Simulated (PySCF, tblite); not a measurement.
# C3H6BF2O2 radical: geometry, infrared bands and EPR parameters

Wanted: the infrared bands and EPR parameters of C3H6BF2O2 radical (`O[C](O)CCB(F)F`), by calculation.

The runs use tblite 0.8.0 and PySCF 2.14.0, with density-fitted response routines of our own; the level of theory stands in each step. All values are computed, except where a source is named. Atoms count from 0, in the outputs and in this text.

### 1 The molecule as given

14 atoms, charge 0, multiplicity 2; geometry from: force field or distance geometry start.

Bonds of the start (Å): O0–C1 1.39, C1–O2 1.40, C1–C3 1.51, C3–C4 1.54, C4–B5 1.59, B5–F6 1.45, B5–F7 1.43, O0–H8 0.99, O2–H9 0.98, C3–H10 1.12, C3–H11 1.09, C4–H12 1.11, C4–H13 1.10.

### 2 Relaxing the molecule with GFN2-xTB

Job settings and geometry (Å):

```
{"job": {"kind": "relax", "xc": "GFN2-xTB", "basis": "xTB"}, "charge": 0, "multiplicity": 2}
O      1.806700     1.544700    -0.439800
C      0.906500     0.644500     0.109100
O      1.513000    -0.218100     1.037300
C      0.109200    -0.102900    -0.933200
C     -0.783400    -1.036900    -0.103200
B     -1.662000    -0.068300     0.799500
F     -2.371700     1.005400     0.139700
F     -2.051500    -0.491900     2.111000
H      1.493900     2.444100    -0.161500
H      2.412600    -0.442500     0.733400
H     -0.494200     0.676900    -1.456500
H      0.716400    -0.665900    -1.639200
H     -0.111000    -1.674700     0.507800
H     -1.485000    -1.614900    -0.726400
```

On the command line:

```bash
OMP_NUM_THREADS=1 python probes_run.py task.json out
```

One launch serves the whole session: the jobs run in the order shown.

**Question.** This job is followed by: GFN2-xTB harmonic vibrations, gas phase; UKS B3LYP, pcH-1 on B C F H O, non-relativistic, mean-field spin-orbit, GIAO. Predict these results of the whole session: strongest single infrared mode (GFN2-xTB); zero-point energy (GFN2-xTB); g(iso) (B3LYP); ⟨S²⟩; largest a(iso) (averaged by class); potential on the surface of density 0.002 e/bohr³, 1st and 99th percentile.

As calculated:

| quantity | value |
| --- | --- |
| strongest single infrared mode (GFN2-xTB) | 1319 cm⁻¹, 333 km/mol |
| zero-point energy (GFN2-xTB) | 60.7 kcal/mol |
| g(iso) (B3LYP) | 2.00411 |
| ⟨S²⟩ | 0.752 (exact 0.75) |
| largest a(iso) (averaged by class) | 13C on C1, 157.6 MHz |
| potential on the surface of density 0.002 e/bohr³, 1st and 99th percentile | -1.20 V and 2.73 V |

The optimisation took 173 steps and gained 1.469 eV; among the close pairs (by a distance rule), B5–F7 changed most, from 1.432 to 1.343 Å. The frame itself reshapes: C1···B5 goes from 2.75 to 1.99 Å. No mode is imaginary among the 36: a minimum at this level. The strongest single mode, at 1319 cm⁻¹, moves mainly C1. GFN2-xTB is a fitted tight-binding method: band positions and strengths are rough. Its intensities can rank the bands wrongly. C1 carries the largest spin population, 0.51 e. The isotropic g lies 1.8 ppt above the free-electron value.
